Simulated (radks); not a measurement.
# Valence configurations of Zn⁺

An exercise on one series of results from a longer session: the logs are not shown, and one member is left open.

Program: radks (a radial shooting solver on a logarithmic mesh, Libxc functionals) version 1. Level of theory: scalar-relativistic Kohn-Sham, PBEsol, spin-polarised, spherical densities, finite nucleus; open shells are filled with parallel spins first. These are calculated values, not measurements, unless marked.

## The system

- element: zinc (Z = 30)
- charge: +1
- electrons: 29
- configuration: [Ar] 3d10 4s1
- nuclear rms radius: 3.9283 fm
- others tried: 3d10 4p1; 3d8 4s1 4p2; 3d10 4s0.5 4p0.5; 3d9 4s2; 3d9 4s1 4p1; 3d8 4s2 4p1; 3d9.5 4s1.5; 3d9.5 4s1 4p0.5; 3d8 4s1.5 4p1.5

Outer shells as boxes (Hund's rule):

Zn⁺
```
[Ar] core
3d [↑↓][↑↓][↑↓][↑↓][↑↓]
4s [↑ ]
```

Set-up of the first run:

Input:

```text
Z 30
configuration [Ar] 3d10 4s1
relativity scalar-relativistic
functional pbe_sol,pbe_sol
spin polarised
nucleus finite rms 3.9283 fm
c 137.035999084
```

Started as:

```sh
$ python run_ks.py task.json out
```

The same process makes all the runs of this session.

Among the steps run: [Ar] 3d10 4s1.

One table of the session follows, with a row left open; its other results are not shown here.

It belongs to the step «[Ar] 3d10 4s1». Radial moments (bohr):

| level | <r> | outermost maximum (interpolated) | 90 % within | nodes |
| --- | --- | --- | --- | --- |
| 3s up | 0.6821 | 0.588 | 1.02 | 2 |
| 3s down | 0.6817 | 0.588 | 1.02 | 2 |
| 3p up | ? | ? | ? | ? |
| 3p down | 0.7136 | 0.592 | 1.10 | 1 |
| 3d up | 0.9046 | 0.566 | 1.60 | 0 |
| 3d down | 0.8889 | 0.565 | 1.56 | 0 |
| 4s up | 2.378 | 1.99 | 3.57 | 3 |
| 4s down | 2.388 | 1.97 | 3.61 | 3 |

Estimate the missing values for 3p up.

The run gave: <r>: 0.7146; outermost maximum (interpolated): 0.593; 90 % within: 1.11; nodes: 1. In the column «<r>» it lies between 3p down (0.7136) and 3d down (0.8889).
